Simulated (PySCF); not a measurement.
# WO: a composite coupled-cluster curve

An exercise on one series of results from a longer session: the logs are not shown, and one member is left open.

Method: CCSD(T) on ROHF, scalar-relativistic core potentials; program: PySCF 2.14.0.

Set-up of the first run:

* molecule: WO
* state: triplet, unpaired electrons δ ↑↑
* smaller basis: W aug-cc-pVDZ-PP with ECP60, O aug-cc-pVDZ
* larger basis: W aug-cc-pVTZ-PP with ECP60, O aug-cc-pVTZ
* frozen core orbitals: 5
* extrapolation: correlation as n⁻³ (n = 2, 3), Hartree–Fock as (n+1)·exp(−9√n)
* corrections: none
* distances (Å): 1.4573, 1.5236, 1.5898, 1.6561, 1.7223, 1.8051, 1.8879
* masses (u): 183.9509, 15.9949
* dissociation limit: W + O

On the command line:

```bash
> OMP_NUM_THREADS=4 python comp.py task.json out
```

Among the steps run: Coupled cluster at each distance.

One of the session's tables, all rows but one given; the rest of the session is left out.

It belongs to the step «Coupled cluster at each distance». Parts of the energy along the bond, in eV from W + O:

| R (Å) | HF/CBS | CCSD corr. | (T) |
| --- | --- | --- | --- |
| 1.4573 | -1.843 | -3.353 | -0.4244 |
| 1.5236 | ? | ? | ? |
| 1.5898 | -3.204 | -3.620 | -0.5408 |
| 1.6561 | -3.210 | -3.749 | -0.6059 |
| 1.7223 | -2.927 | -3.877 | -0.6761 |
| 1.8051 | -2.297 | -4.035 | -0.7719 |
| 1.8879 | -1.477 | -4.193 | -0.8765 |

Q: Estimate the row for R (Å) = 1.5236 from the others.

Worked estimate for «HF/CBS». A straight line through the neighbours (1.4573, -1.843) and (1.5898, -3.204) gives -1.843 + (-3.204 + 1.843) × (1.5236 − 1.4573) / (1.5898 − 1.4573) = -2.524; a parabola fitted to 3 rows on both sides gives -2.749.

As computed: HF/CBS: -2.798; CCSD corr.: -3.489; (T): -0.4805. In «HF/CBS» the line misses by +0.274 and the parabola by +0.049.

To keep in mind: An extrapolation from double and triple zeta is rough, so this isn't yet the limit.
